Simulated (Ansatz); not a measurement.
# ZnH+ (singlet): from Hartree-Fock to the top rungs, def2-SVP

The task here is to estimate one member of a computed series from the others.

Program: Ansatz 0.2.0, Gaussian basis. Level of theory: def2-SVP, core rule «outside noble gas», up to 9 orbitals frozen. These are calculated values, not measurements.

The runs, in order: UHF; CCSD(T) on RHF; CISD; CCSDT(Q) on RHF; CCSDTQ on RHF; CASSCF and MRCISD+Q, 12 electrons in 7 orbitals; CASSCF and MRCISD+Q(relaxed), 12 electrons in 7 orbitals; CASSCF and NEVPT2, 12 electrons in 7 orbitals.

4 further runs of the same task are left out: 4 set aside as unsound or not needed.

### What is computed

The geometry is a PBE0/def2-TZVP stationary point (not a proven minimum) of the parent state, kept for this charge and spin.

2 atoms, charge 1, spin multiplicity 1.

Atoms are counted from 1 here; the program's logs count them from 0.

Bond lengths: Zn1–H2 1.617 Å.

Coordinates:

```xyz
2

Zn    0.0000    0.0000    0.0000
H     0.0000    0.0000    1.6172
```

The first run:

in.yaml

```yaml
crystal:
  periodic: [false, false, false]
  atoms:
    - {symbol: Zn, position_ang: [0.000000, 0.000000, 0.000000]}
    - {symbol: H, position_ang: [0.000000, 0.000000, 1.617200]}
basis:
  gaussian: {orbitals: def2-SVP}
total_charge: 1
magnetization: {spin_polarized: true, initial_magnetization: 0}
hamiltonian: {xc: hf}
output: {orbitals: {seedname: orbitals}}
```

Run with:

```bash
> ansatz run in.yaml --threads 1 --pin off --events-out ev --progress --plain --max-ram 4096MiB --backend cpu
```

Steps of the session up to this table: UHF; CCSD(T) on RHF; CISD; CCSDT(Q) on RHF; CCSDTQ on RHF; CASSCF and MRCISD+Q, 12 electrons in 7 orbitals; CASSCF and MRCISD+Q(relaxed), 12 electrons in 7 orbitals; CASSCF and NEVPT2, 12 electrons in 7 orbitals.

One table of the session follows, with a row left open; its other results are not shown here.

```
                   method  from RCCSDTQ (kcal/mol)
                      RHF                  +176.55
                     RMP2                    -3.46
                     CISD                   +12.48
                    RCCSD                    +3.72
                 RCCSD(T)                    -0.70
                   RCCSDT                    -0.35
                RCCSDT(Q)                    +0.19
                  RCCSDTQ                        0
           CASSCF valence                  +161.48
           NEVPT2 valence                   +13.75
           MRCISD valence                    +8.73
         MRCISD+Q valence                    +3.32
MRCISD+Q(relaxed) valence                        ?
```

Estimate the missing values for MRCISD+Q(relaxed) valence.

The run gave: from RCCSDTQ (kcal/mol): +3.14. In the column «from RCCSDTQ (kcal/mol)» it lies between RCCSDT(Q) (+0.19) and MRCISD+Q valence (+3.32).
